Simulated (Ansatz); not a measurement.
# LaSi3Ru: the cost of one run

Computed with Ansatz 0.2.0 (DFT PBEsol, scalar-relativistic, plane waves, PAW).

## (1) The system as given

The structure is tetragonal, space group I4mm (No. 107). Conventional cell: a = 4.272 Å, b = 4.272 Å, c = 9.996 Å, α = 90.00°, β = 90.00°, γ = 90.00°. La (site symmetry 4mm) has 12 Si at 3.13 to 3.38 Å and 5 Ru at 3.40 to 3.43 Å as nearest neighbours. Around Si (site symmetry 4mm) lie 1 Ru at 2.38 Å and 4 Si at 2.65 Å and 4 La at 3.13 Å. Si (site symmetry 2mm) has 2 Ru at 2.38 Å and 2 Si at 2.65 Å and 4 La at 3.20 to 3.38 Å as nearest neighbours. Around Ru (site symmetry 4mm) lie 5 Si at 2.38 Å.

Coordinates:

```cif
data_structure
_symmetry_space_group_name_H-M 'P 1'
_symmetry_Int_Tables_number 1
_cell_length_a 5.8402
_cell_length_b 5.8402
_cell_length_c 5.8402
_cell_angle_alpha 137.090
_cell_angle_beta 137.090
_cell_angle_gamma 62.300
_cell_volume 91.23
loop_
_atom_site_label
_atom_site_type_symbol
_atom_site_fract_x
_atom_site_fract_y
_atom_site_fract_z
_atom_site_occupancy
La1 La 0.99893 0.99893 0.00000 1
Si1 Si 0.41774 0.41774 0.00000 1
Si2 Si 0.26097 0.76097 0.50000 1
Si3 Si 0.76097 0.26097 0.50000 1
Ru1 Ru 0.65540 0.65540 0.00000 1
```

It goes back to an entry of the Materials Project.

It is the result of an earlier relaxation at this level (volume 18.25 Å³/atom; gap on the mesh: none (metal)).

## (2) The cell under PBEsol

Contents of input.yaml:

```yaml
crystal:
  lattice:
    - [-2.1361884431, 2.1361884431, 4.9981489778]
    - [2.1361884431, -2.1361884431, 4.9981489778]
    - [2.1361884431, 2.1361884431, -4.9981489778]
  atoms:
    - { symbol: La, position: [0.998928056, 0.998928056, 0.0] }
    - { symbol: Si, position: [0.4177382998, 0.4177382998, 0.0] }
    - { symbol: Si, position: [0.260966721, 0.760966721, 0.5] }
    - { symbol: Si, position: [0.760966721, 0.260966721, 0.5] }
    - { symbol: Ru, position: [0.6554011922, 0.6554011922, 0.0] }
basis:
  ecutwfc: 420
kpoints:
  mp_grid: { grid: [12, 12, 12] }
hamiltonian:
  xc: pbesol
scf:
  occupations: { method: gaussian, width: 0.1 }
output:
  forces: true
  stress: true
  eigenvalues: true
relax:
  adjacent_minimum: "off"
  f_tol: 0.005
  max_steps: 50
  cell: { stress_tol: 0.05 }
```

Command:

```console
ansatz run input.yaml --threads 2 --pin off --max-ram 5120MiB --backend cpu --events-out ev --progress --plain --runs-dir out
```

Q: Estimate wall time and peak memory on 2 threads of Intel Xeon Platinum 8488C (Sapphire Rapids), shared host.

About 1.7 min, with a peak of 0.66 GiB.
